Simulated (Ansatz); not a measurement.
# WO₅ (triplet): energies up the ladder

The task here is to estimate one member of a computed series from the others.

Computed with Ansatz 0.2.0 (the levels named in each step, unless a step's input says otherwise).

### The system as given

Bond lengths: O1–O2 1.351 Å, O1–W3 1.927 Å, O2–W3 1.927 Å, W3–O4 1.722 Å, W3–O5 1.741 Å, W3–O6 1.741 Å. Angles: O1–O2–W3 69.5°, O2–O1–W3 69.5°, O1–W3–O2 41.0°, O1–W3–O4 109.4°, O1–W3–O5 92.1°, O1–W3–O6 125.6°, O2–W3–O4 109.4°, O2–W3–O5 125.6°, O2–W3–O6 92.1°, O4–W3–O5 112.4°, O4–W3–O6 112.3°, O5–W3–O6 102.4°.

As a file:

```xyz
6

O     1.5791   -0.9084    0.0560
O     1.7348    0.3885    0.4017
W    -0.1122    0.0135   -0.0001
O    -0.9693   -0.2724    1.4654
O    -0.6837   -0.9828   -1.3081
O    -0.3711    1.6218   -0.6138
```

Set-up of the first run:

Input file input.yaml:

```yaml
crystal:
  periodic: [false, false, false]
  atoms:
    - { symbol: O, position_ang: [1.57907, -0.90836, 0.056] }
    - { symbol: O, position_ang: [1.73476, 0.38851, 0.40172] }
    - { symbol: W, position_ang: [-0.11222, 0.01354, -5.0e-05] }
    - { symbol: O, position_ang: [-0.96931, -0.2724, 1.46536] }
    - { symbol: O, position_ang: [-0.68374, -0.9828, -1.30813] }
    - { symbol: O, position_ang: [-0.37106, 1.62178, -0.6138] }
magnetization:
  spin_polarized: true
  initial_magnetization: 2
basis:
  gaussian: { orbitals: def2-SVPD }
hamiltonian:
  xc: pbe
  dispersion: d4
relax:
  f_tol: 0.03
  max_steps: 200
```

Command:

```console
$ ansatz run input.yaml --threads 4 --pin off --max-ram 10240MiB --backend cpu --events-out ev --progress --plain --runs-dir out
```

Steps of the session up to this table: A rough first relaxation, PBE-D4/def2-SVPD; Relaxation, PBE0-D4/def2-TZVPPD; Frequencies, PBE0-D4/def2-TZVPPD; Single point, PBE-D4/def2-TZVPPD; Single point, r2SCAN-D4/def2-TZVPPD; Single point, B3LYP-D4/def2-TZVPPD; Single point, wB97M-V/def2-TZVPPD; Single point, B2PLYP/def2-TZVPPD; Single point, LDA/def2-TZVPPD; Single point, PBE0-D4/def2-SVPD; Single point, PBE-D4/def2-SVPD; The anion of multiplicity 2 at the same geometry, PBE0-D4/def2-TZVPPD; The anion of multiplicity 2 at the same geometry, PBE-D4/def2-TZVPPD; The anion of multiplicity 2 at the same geometry, r2SCAN-D4/def2-TZVPPD; The anion of multiplicity 2 at the same geometry, B3LYP-D4/def2-TZVPPD; The anion of multiplicity 2 at the same geometry, wB97M-V/def2-TZVPPD; The anion of multiplicity 2 at the same geometry, B2PLYP/def2-TZVPPD.

One table of the session follows, with a row left open; its other results are not shown here.

It belongs to the step «Vertical electron affinity». 

```
                level  vertical electron affinity (eV)  from B2PLYP/def2-TZVPPD (eV)
   PBE-D4/def2-TZVPPD                            4.348                        -0.160
r2SCAN-D4/def2-TZVPPD                            4.235                        -0.273
 B3LYP-D4/def2-TZVPPD                                ?                             ?
  wB97M-V/def2-TZVPPD                            4.357                        -0.151
   B2PLYP/def2-TZVPPD                            4.508                        -0.000
```

Estimate the missing values for B3LYP-D4/def2-TZVPPD.

As computed: vertical electron affinity (eV): 4.409; from B2PLYP/def2-TZVPPD (eV): -0.099. In the column «vertical electron affinity (eV)» it lies between wB97M-V/def2-TZVPPD (4.357) and B2PLYP/def2-TZVPPD (4.508).
